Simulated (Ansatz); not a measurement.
**CH4FGeOS radical: one species, many methods**

One table from this session's results is given with a row withheld; the runs are named, their logs left out.

Program: Ansatz 0.2.0, Gaussian basis. Level of theory: functionals in def2-TZVPP, the program's frozen cores in correlated methods. These are calculated values, not measurements.

The runs, in order: PBE-D4, r2SCAN-D4, PBE0-D4, B3LYP-D4, ωB97X-V, ωB97M-V, B2PLYP; CCSD(T)/def2-TZVPP; MP2/def2-QZVPP; extrapolation to the limit.

**The geometry**

All runs share one geometry, relaxed beforehand with PBE0-D4 in a triple-zeta def2 set.

SMILES `C[O][Ge]([F])[SH]`, 9 atoms, charge 0, spin multiplicity 2.

Atoms are counted from 1 here; the program's logs count them from 0.

Bond lengths: C1–O2 1.415 Å, C1–H6 1.092 Å, C1–H7 1.093 Å, C1–H8 1.095 Å, O2–Ge3 1.767 Å, Ge3–F4 1.754 Å, Ge3–S5 2.230 Å, S5–H9 1.344 Å. Angles: O2–C1–H6 107.2°, O2–C1–H7 112.1°, O2–C1–H8 111.0°, H6–C1–H7 108.9°, H6–C1–H8 108.4°, H7–C1–H8 109.1°, C1–O2–Ge3 122.2°, O2–Ge3–F4 105.1°, O2–Ge3–S5 102.9°, F4–Ge3–S5 111.2°, Ge3–S5–H9 92.4°.

Set-up of the first run:

Input file in.yaml:

```yaml
crystal:
  periodic: [false, false, false]
  atoms:
    - {symbol: C, position_ang: [-0.164366, -0.027573, -1.672935]}
    - {symbol: O, position_ang: [0.526594, -0.433549, -0.506812]}
    - {symbol: Ge, position_ang: [-0.234471, -0.432820, 1.087455]}
    - {symbol: F, position_ang: [-1.340096, 0.928579, 1.065717]}
    - {symbol: S, position_ang: [1.484061, -0.054593, 2.457697]}
    - {symbol: H, position_ang: [0.587647, 0.236428, -2.419314]}
    - {symbol: H, position_ang: [-0.803399, 0.840705, -1.491223]}
    - {symbol: H, position_ang: [-0.775236, -0.843702, -2.071849]}
    - {symbol: H, position_ang: [0.719268, -0.213466, 3.551263]}
basis:
  gaussian: {orbitals: def2-TZVPP}
magnetization: {spin_polarized: true, initial_magnetization: 1}
hamiltonian: {xc: pbe, dispersion: d4}
output: {forces: true, orbitals: {seedname: orbitals}}
```

Started as:

```console
ansatz run in.yaml --threads 2 --pin off --events-out ev --progress --plain --max-ram 20480MiB --backend cpu
```

Among the steps run: PBE-D4 (GGA); r2SCAN-D4 (meta-GGA); PBE0-D4 (hybrid); B3LYP-D4 (hybrid); ωB97X-V (range-separated); ωB97M-V (range-separated); B2PLYP (double hybrid); CCSD(T) in def2-TZVPP; MP2 in def2-QZVPP.

One table of the session follows, with a row left open; its other results are not shown here.

| method | atomisation energy (kcal/mol) |
| --- | --- |
| PBE-D4 | 762.3 |
| r2SCAN-D4 | 748.7 |
| PBE0-D4 | 739.8 |
| B3LYP-D4 | 739.1 |
| ωB97X-V | 745.2 |
| ωB97M-V | 742.3 |
| B2PLYP | 732.2 |
| HF/def2-TZVPP | 513.2 |
| MP2/def2-TZVPP | 739.7 |
| CCSD/def2-TZVPP | 707.2 |
| CCSD(T)/def2-TZVPP | 721.7 |
| MP2/CBS | 759.4 |
| CCSD(T)/CBS | ? |

**Question.** Estimate the row for CCSD(T)/CBS.

The run gave: atomisation energy (kcal/mol): 741.3. In the column «atomisation energy (kcal/mol)» it lies between PBE0-D4 (739.8) and ωB97M-V (742.3).

To keep in mind: Free atoms (1 C, 1 O, 1 Ge, 1 F, 1 S, 4 H) were run apart at each level; the atomisation energy is their sum less the molecule, without zero-point or spin-orbit terms.
